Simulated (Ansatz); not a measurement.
Working through a comparison of functionals at one structure of TaN, space group Fm-3m

Computed with the Ansatz DFT code, driven from Python.

Interactive session:
```pycon
>>> import ansatz as az
>>> from ase import Atoms
>>> atoms = Atoms(
...     ['Ta', 'N'],
...     scaled_positions=[
...         (0.5, 0.5, 0.5),
...         (0.0, 0.0, 0.0),
...     ],
...     cell=[
...         (0.0, 2.179, 2.179),
...         (2.179, 0.0, 2.179),
...         (2.179, 2.179, 0.0),
...     ],
...     pbc=True,
... )
>>> xtal = az.Crystal.from_ase(atoms)
>>> calc = (
...     xtal.calculation()
...     .pseudopotentials('paw')
...     .occupations('Fermi-Dirac')
...     .kpoints(13, 13, 13)
...     .scf(tolerance=1e-09)
...     .stress()
... )
>>> rows = []
>>> for value in ['pbesol', 'rpbe', 'revpbe', 'pbe', 'lda']:
...     summary = calc.functional(value).run(threads=1, pin='off').report
...     rows.append((value, summary['free_energy_ev'] / len(summary['lattice']['sites']), summary['n_iterations'], sum(summary['stress_gpa'][i][i] for i in range(3)) / 3, summary['n_kpoints']))
...
DeckWarning: basis.ecutwfc = 420 eV, auto-derived from the records' recommended cutoffs: set by Ta (normal level)
DeckWarning: output.stress: scf.convergence.dr2_threshold = 1e-9 eV is looser than the 2e-10 eV advised for a printed stress (1e-10 eV for each atom of the cell: 2). What an SCF threshold leaves in a stress goes as its square root, and in the free energy as the threshold itself, and one threshold admits the most on a [...]
>>> print('  functional   F/atom (eV)    iterations       P (GPa)      k-points')
  functional   F/atom (eV)    iterations       P (GPa)      k-points
>>> for row in rows:
...     print(f'{str(row[0]):>12s}  {row[1]:12.5f}  {row[2]:12d}  {row[3]:12.3f}  {row[4]:12d}')
...
      pbesol   -5093.53631             7         4.482            84
        rpbe   -5165.89765             6        19.499            84
      revpbe   -5163.90182             6        18.141            84
         pbe   -5158.94862             7        14.601            84
         lda   -5029.36068             7        -2.438            84
```

From lowest to highest: LDA (-2.4 GPa), PBEsol (4.5 GPa), PBE (14.6 GPa), revPBE (18.1 GPa) and RPBE (19.5 GPa). At a fixed cell a lower pressure usually means a smaller equilibrium volume, so LDA prefers the smallest cell and RPBE the largest.

What to keep in mind:
- The run is spin-unpolarised.
- Pressure is positive in compression.
- Spin-orbit coupling, which matters for elements this heavy, is left out.
- The starting cell is as deposited in a crystallographic database; the results hold for this polymorph, which needn't be the stable one.
- Warnings are shown shortened and without file and line.
- Total energies of different functionals can't be compared; pressures, moments and gaps at this one structure can.
- The whole script took 6.6 s on 1 thread of AMD EPYC 9B14 (Zen 4), on a shared host, peak memory 0.42 GiB.
